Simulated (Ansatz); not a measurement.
# CH6SSeSi: the cost of one run

Program: Ansatz 0.2.0. Level of theory: RKS B3LYP-D4/def2-SVP. These are calculated values, not measurements.

## Step 1: The structure to begin with

Bond lengths: C1–Se2 1.910 Å, Se2–Si3 2.273 Å, Si3–S4 2.212 Å, C1–H5 1.100 Å, C1–H6 1.187 Å, C1–H7 1.090 Å, Si3–H8 1.406 Å, Si3–H9 1.528 Å, S4–H10 1.375 Å. Angles: C1–Se2–Si3 90.0°, Se2–C1–H5 114.2°, Se2–C1–H6 108.1°, Se2–C1–H7 111.7°, H5–C1–H6 106.0°, H5–C1–H7 110.5°, H6–C1–H7 105.9°, Se2–Si3–S4 109.7°, Se2–Si3–H8 111.7°, Se2–Si3–H9 107.5°, S4–Si3–H8 110.5°, S4–Si3–H9 107.1°, H8–Si3–H9 110.2°, Si3–S4–H10 91.0°.

As a file:

```xyz
10

C    -1.1813    1.0712   -0.5331
Se   -0.3220    1.0218    1.1721
Si    0.4641   -1.0614    0.7141
S     1.9888   -0.9477   -0.8842
H    -0.4886    1.0488   -1.3878
H    -1.7733    2.0963   -0.6178
H    -1.9310    0.2854   -0.6287
H    -0.5713   -1.9382    0.3456
H     1.1672   -1.5731    1.9702
H     2.7305   -0.0545   -0.1475
```

## Step 2: Relaxing end A

Contents of input.yaml:

```yaml
crystal:
  periodic: [false, false, false]
  atoms:
    - { symbol: C, position_ang: [-1.1813, 1.0712, -0.5331] }
    - { symbol: Se, position_ang: [-0.322, 1.0218, 1.1721] }
    - { symbol: Si, position_ang: [0.4641, -1.0614, 0.7141] }
    - { symbol: S, position_ang: [1.9888, -0.9477, -0.8842] }
    - { symbol: H, position_ang: [-0.4886, 1.0488, -1.3878] }
    - { symbol: H, position_ang: [-1.7733, 2.0963, -0.6178] }
    - { symbol: H, position_ang: [-1.931, 0.2854, -0.6287] }
    - { symbol: H, position_ang: [-0.5713, -1.9382, 0.3456] }
    - { symbol: H, position_ang: [1.1672, -1.5731, 1.9702] }
    - { symbol: H, position_ang: [2.7305, -0.0545, -0.1475] }
basis:
  gaussian: { orbitals: def2-SVP }
hamiltonian:
  xc: b3lyp
  dispersion: d4
relax:
  f_tol: 0.015
  max_steps: 40
```

Started as:

```
> ansatz run input.yaml --threads 2 --pin off --max-ram 3072MiB --backend cpu --events-out ev --progress --plain --runs-dir out
```

What time and memory should one allow on 2 threads of Intel Xeon 6975P-C (Granite Rapids), shared host?

About 30 s, with a peak of 0.29 GiB.
